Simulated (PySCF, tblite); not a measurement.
# H11NO3Si4, a small molecule taken as a stand-in for a surface group (silica-backed Si): NMR shifts, core binding energies and electronic excitations, part 2 of 2

tblite 0.8.0 and PySCF 2.14.0. Atoms count from 0, parts from 1. Earlier steps stand in the parts before.

## (5) Core holes by ΔSCF: SCAN, X2C

Job settings and geometry (Å):

```
{"job": {"kind": "xps", "holes": 5}, "charge": 0, "multiplicity": 1}
Si    -1.088083     1.240664    -2.000245
O      0.031257     0.058881    -1.690519
Si     0.698816    -0.835971    -0.482088
O     -0.542375    -1.487999     0.395041
Si    -1.776632    -1.109468     1.433178
O      1.583968     0.102965     0.538786
Si     1.565638     1.487396     1.448164
N      1.734814    -1.981871    -1.177726
H     -1.038947     2.285501    -0.930676
H     -0.769617     1.862737    -3.315539
H     -2.462832     0.659305    -2.043600
H     -2.398403     0.195498     1.045327
H     -2.806604    -2.184029     1.363130
H     -1.267276    -1.000461     2.832653
H      2.646479     1.397650     2.469335
H      0.245253     1.633332     2.136669
H      1.790792     2.682181     0.582384
H      2.402322    -2.479827    -0.602692
H      1.430717    -2.528517    -1.973253
```

Level: delta-SCF UKS SCAN, pcX-2 on the ionised atom, pcseg-1 elsewhere, spin-free X2C.

Standard output:

```text
ground state, core basis on atom 1 (O), 214 functions
  cycle   1  E = -1447.18038093  |g| = 1.32e+00
  cycle   2  E = -1446.23923827  |g| = 2.53e+00
  cycle   3  E = -1447.48142906  |g| = 2.35e-01
  cycle   4  E = -1447.49199663  |g| = 1.30e-01
  cycle   5  E = -1447.49528232  |g| = 3.37e-02
  cycle   6  E = -1447.49550503  |g| = 1.37e-02
  cycle   7  E = -1447.49553308  |g| = 7.08e-03
  cycle   8  E = -1447.49554263  |g| = 1.08e-03
  cycle   9  E = -1447.49554154  |g| = 1.82e-04
  E(ground) = -1447.63591500 Eh
hole in O 1s of atom 1
  cycle   1  E = -1426.89561328  |g| = 2.23e+00
  cycle   2  E = -1426.42728812  |g| = 2.21e+00
  cycle   3  E = -1427.66738474  |g| = 4.37e-01
  cycle   4  E = -1427.69394965  |g| = 3.02e-01
  cycle   5  E = -1427.72807995  |g| = 6.39e-02
  cycle   6  E = -1427.72936199  |g| = 2.46e-02
  cycle   7  E = -1427.72962675  |g| = 6.27e-03
  cycle   8  E = -1427.72964237  |g| = 2.17e-03
  cycle   9  E = -1427.72964696  |g| = 1.16e-03
  cycle  10  E = -1427.72964624  |g| = 5.33e-04
  cycle  11  E = -1427.72964489  |g| = 8.22e-05
  E(ion) = -1427.87049042 Eh   <S^2> = 0.7617   hole on atom = 1.000   binding energy = 537.845 eV
ground state, core basis on atom 2 (Si), 225 functions
  cycle   1  E = -1447.57941297  |g| = 3.14e-01
  cycle   2  E = -1447.57405490  |g| = 2.16e-01
  cycle   3  E = -1447.57672241  |g| = 1.73e-01
  cycle   4  E = -1447.58224390  |g| = 2.79e-02
  cycle   5  E = -1447.58238202  |g| = 4.67e-03
  cycle   6  E = -1447.58238275  |g| = 1.53e-03
  cycle   7  E = -1447.58238399  |g| = 2.85e-04
  E(ground) = -1447.68452295 Eh
hole in Si 2p of atom 2
  cycle   1  E = -1443.26694256  |g| = 1.25e+00
  cycle   2  E = -1443.05196479  |g| = 1.24e+00
  cycle   3  E = -1443.53111991  |g| = 3.53e-01
  cycle   4  E = -1443.58401544  |g| = 1.00e-01
  cycle   5  E = -1443.58671868  |g| = 4.72e-02
  cycle   6  E = -1443.58767562  |g| = 1.18e-02
  cycle   7  E = -1443.58770343  |g| = 8.19e-03
  cycle   8  E = -1443.58772922  |g| = 1.47e-03
  cycle   9  E = -1443.58773139  |g| = 7.68e-04
  cycle  10  E = -1443.58773093  |g| = 1.74e-04
  E(ion) = -1443.70066167 Eh   <S^2> = 0.7511   hole on atom = 1.003   binding energy = 108.406 eV
  2p3/2 = 108.229 eV   2p1/2 = 108.856 eV
ground state, core basis on atom 3 (O), 214 functions
  cycle   1  E = -1447.49451095  |g| = 1.13e-01
  cycle   2  E = -1447.49213304  |g| = 1.35e-01
  cycle   3  E = -1447.49491350  |g| = 5.20e-02
  cycle   4  E = -1447.49536834  |g| = 5.85e-03
  cycle   5  E = -1447.49537831  |g| = 1.77e-03
  cycle   6  E = -1447.49537926  |g| = 5.23e-04
  cycle   7  E = -1447.49537920  |g| = 8.79e-05
  E(ground) = -1447.63561168 Eh
hole in O 1s of atom 3
  cycle   1  E = -1426.89836081  |g| = 2.23e+00
  cycle   2  E = -1426.37006492  |g| = 2.24e+00
  cycle   3  E = -1427.65790963  |g| = 4.68e-01
  cycle   4  E = -1427.69290146  |g| = 3.15e-01
  cycle   5  E = -1427.73320774  |g| = 6.03e-02
  cycle   6  E = -1427.73431623  |g| = 2.50e-02
  cycle   7  E = -1427.73457567  |g| = 7.06e-03
  cycle   8  E = -1427.73459659  |g| = 2.09e-03
  cycle   9  E = -1427.73459449  |g| = 8.03e-04
  cycle  10  E = -1427.73459624  |g| = 6.26e-04
  cycle  11  E = -1427.73459633  |g| = 9.92e-05
  E(ion) = -1427.87514566 Eh   <S^2> = 0.7621   hole on atom = 1.000   binding energy = 537.710 eV
ground state, core basis on atom 5 (O), 214 functions
  cycle   1  E = -1447.49294450  |g| = 1.60e-01
  cycle   2  E = -1447.48358299  |g| = 2.61e-01
  cycle   3  E = -1447.49591972  |g| = 3.29e-02
  cycle   4  E = -1447.49609330  |g| = 1.31e-02
  cycle   5  E = -1447.49611999  |g| = 2.73e-03
  cycle   6  E = -1447.49612269  |g| = 5.39e-04
  cycle   7  E = -1447.49612486  |g| = 1.88e-04
  E(ground) = -1447.63578298 Eh
hole in O 1s of atom 5
  cycle   1  E = -1426.89605062  |g| = 2.23e+00
  cycle   2  E = -1426.42885358  |g| = 2.21e+00
  cycle   3  E = -1427.66732580  |g| = 4.37e-01
  cycle   4  E = -1427.69355108  |g| = 3.05e-01
  cycle   5  E = -1427.72831385  |g| = 6.37e-02
  cycle   6  E = -1427.72957250  |g| = 2.57e-02
  cycle   7  E = -1427.72986208  |g| = 6.40e-03
  cycle   8  E = -1427.72987928  |g| = 2.81e-03
  cycle   9  E = -1427.72988052  |g| = 1.43e-03
  cycle  10  E = -1427.72988426  |g| = 4.32e-04
  E(ion) = -1427.87011238 Eh   <S^2> = 0.7617   hole on atom = 1.000   binding energy = 537.851 eV
ground state, core basis on atom 7 (N), 214 functions
  cycle   1  E = -1447.47206858  |g| = 1.33e-01
  cycle   2  E = -1447.46628544  |g| = 2.08e-01
  cycle   3  E = -1447.47422104  |g| = 2.60e-02
  cycle   4  E = -1447.47432441  |g| = 1.31e-02
  cycle   5  E = -1447.47435636  |g| = 2.19e-03
  cycle   6  E = -1447.47435480  |g| = 4.57e-04
  E(ground) = -1447.61580887 Eh
hole in N 1s of atom 7
  cycle   1  E = -1431.90486528  |g| = 1.86e+00
  cycle   2  E = -1431.13241222  |g| = 2.05e+00
  cycle   3  E = -1432.53099578  |g| = 4.22e-01
  cycle   4  E = -1432.57706810  |g| = 2.37e-01
  cycle   5  E = -1432.59651315  |g| = 8.04e-02
  cycle   6  E = -1432.59888025  |g| = 1.64e-02
  cycle   7  E = -1432.59898163  |g| = 1.01e-02
  cycle   8  E = -1432.59901780  |g| = 4.27e-03
  cycle   9  E = -1432.59902607  |g| = 9.42e-04
  cycle  10  E = -1432.59902589  |g| = 3.42e-04
  E(ion) = -1432.73930909 Eh   <S^2> = 0.7635   hole on atom = 1.000   binding energy = 404.810 eV
```

Wall time 80 s (1 thread of Arm Neoverse V1, shared host); peak memory 0.96 GiB.

The holes in one table. −ε is the ground-state orbital energy:

```tsv
hole	stands for	environment	ΔSCF (eV; 2p as the shell's mean)	−ε (eV)	⟨S²⟩
O1s on O1	O1	oxygen bonded to 2 Si	537.84	516.5	0.762
Si2p on Si2	Si2	silicon bonded to N, 3 O	108.44	97.5	0.751
O1s on O3	O3	oxygen bonded to 2 Si	537.71	516.5	0.762
O1s on O5	O5	oxygen bonded to 2 Si	537.85	516.5	0.762
N1s on N7	N7	nitrogen bonded to Si, 2 H	404.81	385.5	0.764
```

With the spin-orbit splitting: Si2 2p3/2 108.23, 2p1/2 108.86 eV. The table gives each 2p level as the mean over the whole 2p shell (two parts 2p3/2, one part 2p1/2), which differs a little from the single hole in the log.

## (6) TDDFT and polarisability: CAM-B3LYP/def2-SVPD

The job, as its differences from that of step 5:

```diff
@@ -1,2 +1,2 @@
-{"job": {"kind": "xps", "holes": 5}, "charge": 0, "multiplicity": 1}
+{"job": {"kind": "uv", "xc": "CAM-B3LYP", "basis": "def2-SVPD", "nstates": 6, "ntriplets": 2, "ip": true}, "charge": 0, "multiplicity": 1}
 Si    -1.088083     1.240664    -2.000245
```

Method: TDDFT CAM-B3LYP/def2-SVPD, vertical, gas phase, core orbitals frozen in the response.

Standard output:

```text
coarse grid: 17640 points
cycle   1  E = -1444.2001381339  dE =  6.238e-01  |g| = 1.188e+00  |ddm| = 7.385e+00
cycle   2  E = -1444.0135785193  dE =  1.866e-01  |g| = 1.565e+00  |ddm| = 5.404e+00
cycle   3  E = -1444.4654089138  dE = -4.518e-01  |g| = 8.645e-02  |ddm| = 2.354e+00
cycle   4  E = -1444.4666644297  dE = -1.256e-03  |g| = 4.877e-02  |ddm| = 2.832e-01
cycle   5  E = -1444.4671574231  dE = -4.930e-04  |g| = 9.521e-03  |ddm| = 1.309e-01
cycle   6  E = -1444.4671777039  dE = -2.028e-05  |g| = 1.437e-03  |ddm| = 3.562e-02
cycle   7  E = -1444.4671782260  dE = -5.221e-07  |g| = 5.304e-04  |ddm| = 5.699e-03
final grid: 151416 points
cycle   8  E = -1444.6703932715  dE = -1.548e-05  |g| = 2.543e-03  |ddm| = 6.106e-02
cycle   9  E = -1444.6703928930  dE =  3.784e-07  |g| = 3.016e-03  |ddm| = 1.012e-02
cycle  10  E = -1444.6703946845  dE = -1.791e-06  |g| = 1.758e-04  |ddm| = 4.349e-03
cycle  11  E = -1444.6703946885  dE = -4.041e-09  |g| = 1.604e-04  |ddm| = 6.238e-04
cycle  12  E = -1444.6703946935  dE = -4.935e-09  |g| = 1.568e-05  |ddm| = 2.667e-04
cycle  13  E = -1444.6703946936  dE = -8.367e-11  |g| = 8.114e-06  |ddm| = 6.006e-05
converged SCF energy = -1444.6703946936

Static polarisability (au): isotropic 115.802, principal 112.059 117.319 118.030

Singlet excitations
state   eV       nm        f      main configurations
  1   6.7559    183.5   0.03601   H->L 0.73, H->L+4 0.19
  2   7.3665    168.3   0.00018   H-1->L 0.77
  3   7.5480    164.3   0.00088   H-3->L 0.49, H->L+4 0.21
  4   7.6194    162.7   0.00217   H-2->L 0.70
  5   7.8279    158.4   0.00322   H-5->L 0.41, H-1->L+3 0.16
  6   7.8319    158.3   0.00484   H-4->L 0.42, H-1->L+2 0.11

Triplet excitations (Tamm-Dancoff, eV): 6.4243 7.0530
Vertical ionisation energy (delta-SCF) = 10.1020 eV
```

It took 7.8 min on 1 thread of Arm Neoverse V1, shared host; peak memory 1.9 GiB.

The orbitals next to the gap, with their largest atomic shares:

```tsv
orbital	eV	atoms
HOMO−3	-10.29	O3 16 %, Si4 14 %, H11 9 %
HOMO−2	-10.25	O1 18 %, O5 17 %, Si6 12 %
HOMO−1	-9.98	O3 22 %, O5 16 %, O1 14 %
HOMO	-9.27	N7 64 %, O3 7 %, H18 6 %
LUMO	0.46	Si2 19 %, Si0 8 %, Si6 8 %
LUMO+1	1.12	Si4 18 %, Si0 18 %, Si6 18 %
LUMO+2	1.40	Si6 25 %, Si0 22 %, H14 8 %
```

With each of the 6 states as a Gaussian band of 0.4 eV half-width at 1/e, the curve within the window shown has maxima at 183 nm (ε 1,500), 159 nm (ε 430) L/(mol cm). Beyond the last state computed it falls off for lack of states. The curve at chosen wavelengths:

(nm, ε (L/mol/cm)): (152, 206), (154, 297), (156, 374), (158, 419), (160, 423), (162, 394), (164, 349), (165, 330), (167, 315), (169, 350), (171, 450), (173, 617), (175, 833), (177, 1065), (179, 1271), (181, 1411), (183, 1461), (185, 1414), (187, 1285), (188, 1198), (190, 998), (192, 787), (194, 591), (196, 422), (198, 289), (200, 190)

Ground-state properties from the same run:

```tsv
property	computed
dipole moment (D)	0.55
polarisability (Å³)	17.16
HOMO–LUMO gap (eV)	9.74
−ε(HOMO) (eV)	9.27
```

## (7) Outcome

The summary covers parts 1 to 2.

```
                                                     quantity                                                                 value
                                                  point group                                                                    C1
                         rotational constants (main isotopes)                                                  0.85, 0.81, 0.71 GHz
                        1H shifts against TMS (PBE0/pcSseg-1)  5.27, 5.27, 5.23, 5.17, 5.14, 5.13, 4.99, 4.98, 4.97, 0.68, 0.67 ppm
                      29Si shifts against TMS (PBE0/pcSseg-1)                                        -39.2, -39.7, -40.6, -76.8 ppm
                       17O shifts against H2O (PBE0/pcSseg-1)                                                  54.1, 44.7, 44.3 ppm
                       15N shifts against NH3 (PBE0/pcSseg-1)                                                              22.1 ppm
                             O1s binding energies, SCAN/pcX-2                                    O5 537.85, O1 537.84, O3 537.71 eV
Si2p binding energies, SCAN/pcX-2 (standing for 1 of 4 atoms)                                                         Si2 108.44 eV
                             N1s binding energies, SCAN/pcX-2                                                          N7 404.81 eV
                         lowest singlet (CAM-B3LYP/def2-SVPD)                                           6.76 eV (184 nm), f = 0.036
                                               lowest triplet                                                               6.42 eV
                            vertical ionisation energy (ΔSCF)                                                              10.10 eV
```

Relaxing lowered the energy by 0.465 eV in 8 steps; the close pair that moved most is Si0–O1, from 1.584 to 1.657 Å (PBE0/def2-SVP). The O1s levels kept as sound span 0.14 eV, from O3 (oxygen bonded to 2 Si) up to O5 (oxygen bonded to 2 Si). The first singlet state (HOMO→LUMO 0.73, HOMO→LUMO+4 0.19) lies at 6.76 eV and is weak. The lowest triplet lies 0.33 eV below the lowest singlet (triplets in Tamm-Dancoff, singlets in full TDDFT). ΔSCF puts the ionisation energy at 10.10 eV, 0.83 eV above −ε(HOMO). A capped cluster stands for the solid here, so long-range fields and strain are missing, and bands or shifts of the capping hydrogens have no counterpart in it.
